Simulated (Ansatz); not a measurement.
Slab: Pt, a slab with vacuum.

```
Pt
1.0
     2.76889    0.00000    0.00000
    -1.38444    2.39793    0.00000
     0.00000    0.00000   24.04315
Pt
5
Direct
  0.66667 0.33333 0.31194
  0.33333 0.66667 0.40597
  0.00000 0.00000 0.50000
  0.66667 0.33333 0.59403
  0.33333 0.66667 0.68806
```

The cell isn't the ideal one: the (1 1 1) slab of Pt, cut from the database cell, not relaxed.

Below is the output of Ansatz 0.2.0 for this cell. Logs are shortened: lines on timing, memory, paths and dates and some standing lists are left out, and cuts for length are marked.

```text
Warning: RAYON_NUM_THREADS=4 ignored (pool sized by the plan → 4); use --threads N
Engine: ansatz 0.2.0, aarch64-unknown-linux-gnu
Pseudopotentials: kind: paw
Pseudopotential: Pt, paw, valence charge 18, recommended cutoff 420 eV (normal), Pt.paw.azcp
Functional definition: PBE
  parameter kappa = 0.804
  parameter beta = 0.06672455060314922
  exchange = pbe_x(kappa = kappa, mu = beta*pi^2/3)
  correlation = pbe_c(beta = beta)
Crystal: 5 atoms, lattice volume = 159.637 Å³
Basis set: ecut = 420 eV, 3141 PW (Γ), exchange–correlation on 40×40×324 points (8 copies of the dense FFT grid, shifted against one another)
Bands: 54, of which v1, the nominal top of the filled ones, is band 45 counted from 1 (44 counted from 0)
Symmetry: 6 space group operations
k-points: 16 of 121 (time reversal used)
Non-local potential: Pt, projectors of the file, l = 0: 3, l = 1: 2, l = 2: 2, l = 3: 1
PAW form: soft (Blöchl's): semilocal exchange-correlation on the pseudo side does not see the compensation charge
PAW one-centre angular grid: Pt, 590 points (default); XC on 64 Gauss nodes
Initial density: superposition of atomic densities (neutral atoms: chi_scale 0, normalization atom), corrected by the library's trained network
[... 26 lines left out ...]
--- Per-component energies (eV) ---
  E_band       = -2003.749791
  E_kinetic    = 3187.763513
  E_local      = -134501.940781  (includes V_loc(G=0)·N_el)
  E_nonlocal   = 1000.012871
  E_hartree    = 65633.043416
  E_xc         = -1307.807836
  E_vxc        = -1512.596012  (∫ρ·V_xc dr)
  E_paw        = -47270.336453  (= ΣΔE_a)
  E_vpaw       = -1443.060484  (= ΣTr[D̂ρ^β])
  E_aug_tail   = 0.001000  (compensation charges beyond the density's cutoff)
  E_efield     = 0.000000  (sawtooth field / dipole correction)
  E_vefield    = 0.000000  (∫n·V_field dr)
  E_ewald      = 50645.534642
  E_smearing   = -0.099013  (= −TS)
  E_closure    = -0.000000  (closes the sum)
  Σ components = -62613.828640   (vs F -62613.828640, Δ=0.00e0)
--- Forces (eV/Å), atoms counted from 1 ---
  atom   1  Pt     0.00000000     0.00000000    -0.53152813
  atom   2  Pt    -0.00000000     0.00000000     0.22917842
  atom   3  Pt    -0.00000000     0.00000000    -0.00000046
  atom   4  Pt     0.00000000     0.00000000    -0.22917836
  atom   5  Pt     0.00000000     0.00000000     0.53153108
  max |Σ_I F_I| component: 2.55e-6 eV/Å
--- Band table (eV; the first three rows and the last of 16) ---
  k-point 0: bands = ["-90.5319", "-90.4539", "-90.4521", "-89.9594", "-89.9594", "-44.9348", "-44.7376", "-44.5944", "-44.5725", "-44.5725", "-44.4923", "-44.4923", "-44.4846", "-44.4846", "-44.0869", "-44.0869", "-44.0869", "-44.0869", "-43.9894", "-43.9882", "-1.8619", "-0.8547", "0.2312", "0.8597", "0.9136", "4.0272", "4.1409", "4.2526", "4.2526", "4.3577", "4.3577", "4.5176", "4.5176", "4.5791", "4.9323", "4.9323", "4.9679", "4.9679", "5.5779", "6.3641", "6.3641", "6.5432", "6.5432", "7.0323", "7.0323", "7.7033", "7.7033", "7.8102", "8.0369", "8.0369", "8.4936", "13.3257", "13.6877", "14.5500"]
  k-point 1: bands = ["-90.5300", "-90.4521", "-90.4504", "-89.9576", "-89.9576", "-44.9257", "-44.7380", "-44.6028", "-44.5951", "-44.5807", "-44.5179", "-44.5140", "-44.4997", "-44.4911", "-44.1159", "-44.1158", "-44.0941", "-44.0941", "-43.9863", "-43.9855", "-1.5704", "-0.5717", "0.5167", "1.1305", "1.1995", "3.7963", "3.8859", "4.0635", "4.3762", "4.3899", "4.4676", "4.5053", "4.5659", "4.7344", "4.8260", "4.9234", "5.1073", "5.1778", "5.2012", "6.1288", "6.1723", "6.5661", "6.5898", "6.7740", "7.0233", "7.0364", "7.6694", "7.7076", "8.0541", "8.9379", "9.8458", "13.5173", "13.9137", "14.6936"]
  k-point 2: bands = ["-90.5248", "-90.4473", "-90.4459", "-89.9528", "-89.9528", "-44.9018", "-44.7535", "-44.6552", "-44.6277", "-44.6024", "-44.5968", "-44.5642", "-44.5194", "-44.5086", "-44.1927", "-44.1924", "-44.1133", "-44.1133", "-43.9787", "-43.9783", "-0.7684", "0.1726", "1.2216", "1.7804", "1.9159", "3.1912", "3.5925", "3.6386", "3.8635", "4.2590", "4.4920", "4.6885", "4.6904", "4.7887", "5.0683", "5.0898", "5.3336", "5.4496", "5.6190", "5.7626", "6.0259", "6.1479", "6.3869", "6.6092", "7.0480", "7.1663", "7.7081", "8.0941", "8.4531", "10.1267", "11.5572", "14.0526", "14.5898", "15.1309"]
  k-point 15: bands = ["-90.5048", "-90.4286", "-90.4285", "-89.9342", "-89.9342", "-44.8901", "-44.8508", "-44.8275", "-44.7779", "-44.7378", "-44.7106", "-44.6620", "-44.6506", "-44.6355", "-44.3662", "-44.3660", "-44.3002", "-44.3000", "-43.9517", "-43.9516", "2.0889", "2.2404", "2.5553", "2.7715", "2.7836", "3.1127", "3.2013", "3.3073", "3.5270", "4.0057", "4.2636", "4.3824", "4.9052", "4.9853", "5.3563", "5.3880", "5.7097", "6.0714", "6.4210", "6.6177", "7.4223", "7.5132", "7.7090", "7.9132", "7.9354", "12.3284", "12.4155", "13.2658", "13.2715", "13.7733", "14.1380", "15.0573", "15.2281", "15.9534"]
```

Problem. What input gives this log?

Solution. Single point with PBE, no spin polarisation. The files as run (others can give the same):

input.yaml
```yaml
crystal:
  lattice:
    - [2.7688887338, 0.0, 0.0]
    - [-1.3844443669, 2.3979279837, 0.0]
    - [0.0, 0.0, 24.0431527364]
  atoms:
    - { symbol: Pt, position: [0.6666666667, 0.3333333333, 0.3119391239] }
    - { symbol: Pt, position: [0.3333333333, 0.6666666667, 0.4059695619] }
    - { symbol: Pt, position: [0.0, 0.0, 0.5] }
    - { symbol: Pt, position: [0.6666666667, 0.3333333333, 0.5940304381] }
    - { symbol: Pt, position: [0.3333333333, 0.6666666667, 0.6880608761] }
hamiltonian:
  xc: pbe
  pseudopotentials: { kind: paw }
kpoints:
  mp_grid: { grid: [11, 11, 1] }
scf:
  occupations: { method: fermi_dirac, width: 0.05 }
output:
  forces: true
  eigenvalues: true
  write_density: true
  write_potential: true
  elf: true
  volumetric_format: npy
efield:
  axis: 3
  dipole_correction: true
  ramp_width: 0.04
```

Potentials or basis: Ansatz PAW.
Launch:
```console
$ ansatz run input.yaml --threads 4 --pin off --max-ram 11264MiB --backend cpu --events-out ev --progress --plain --runs-dir out
```
